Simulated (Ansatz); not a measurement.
# FH5OSeSi2: the cost of one run

Computed with Ansatz 0.2.0 through its Python package. The levels of theory stand in the script.

### 1 The system

Bond lengths: O1–Si2 1.699 Å, Si2–Si3 2.265 Å, Si3–F4 1.651 Å, Si3–Se5 2.271 Å, O1–H6 1.013 Å, Si2–H7 1.474 Å, Si2–H8 1.497 Å, Si3–H9 1.497 Å, Se5–H10 1.571 Å. Angles: O1–Si2–Si3 111.6°, O1–Si2–H7 107.5°, O1–Si2–H8 107.3°, Si3–Si2–H7 110.8°, Si3–Si2–H8 110.4°, H7–Si2–H8 109.1°, Si2–O1–H6 105.6°, Si2–Si3–F4 106.1°, Si2–Si3–Se5 108.6°, Si2–Si3–H9 106.9°, F4–Si3–Se5 110.5°, F4–Si3–H9 113.5°, Se5–Si3–H9 111.0°, Si3–Se5–H10 89.8°.

No structure file is read: the coordinates are typed or built in the script.

### 2 Script

disp.py reads:

```python
"""Size of D3 and D4 in FH5OSeSi2."""

import warnings

import ansatz as az

GEOMETRY = """
O     1.53440    0.91050    1.01490
Si    1.06950   -0.52800    0.23880
Si   -1.10150   -0.46630   -0.40370
F    -1.39180   -1.89940   -1.17140
Se   -1.38480    1.27460   -1.83420
H     0.90940    1.00700    1.80630
H     1.30630   -1.63660    1.18150
H     1.96050   -0.69980   -0.95210
H    -1.91740   -0.27850    0.83770
H    -0.90150    2.26550   -0.71500
"""


def main() -> None:
    warnings.simplefilter("ignore", az.DeckWarning)

    system = az.Crystal.molecule()
    for line in GEOMETRY.strip().splitlines():
        symbol, *xyz = line.split()
        system = system.atom(symbol, [float(v) for v in xyz])

    calc = system.calculation().basis(gaussian="def2-SVP")
    for name in ["pbe", "r2scan"]:
        for correction in ("d3bj", "d4"):
            report = calc.functional(name, dispersion=correction).run().report
            print(f"{name:8s} {correction:5s} total {report['free_energy_ev']:.5f} eV, of which dispersion {1000 * report['dispersion']['energy']['ev']:.2f} meV")


if __name__ == "__main__":
    main()
```

### 3 What the engine is handed

The engine receives this input (first run):

```yaml
crystal:
  periodic: [false, false, false]
  atoms:
    - { symbol: O, position_ang: [1.5344, 0.9105, 1.0149] }
    - { symbol: Si, position_ang: [1.0695, -0.528, 0.2388] }
    - { symbol: Si, position_ang: [-1.1015, -0.4663, -0.4037] }
    - { symbol: F, position_ang: [-1.3918, -1.8994, -1.1714] }
    - { symbol: Se, position_ang: [-1.3848, 1.2746, -1.8342] }
    - { symbol: H, position_ang: [0.9094, 1.007, 1.8063] }
    - { symbol: H, position_ang: [1.3063, -1.6366, 1.1815] }
    - { symbol: H, position_ang: [1.9605, -0.6998, -0.9521] }
    - { symbol: H, position_ang: [-1.9174, -0.2785, 0.8377] }
    - { symbol: H, position_ang: [-0.9015, 2.2655, -0.715] }
basis:
  gaussian:
    orbitals: def2-SVP
hamiltonian:
  xc: pbe
  dispersion: d3bj
```

### 4 Launch

Run with:

```console
$ python disp.py
```

What time and memory should one allow on 1 thread of Arm Neoverse V1, shared host?

About 24 s, with a peak of 0.25 GiB.
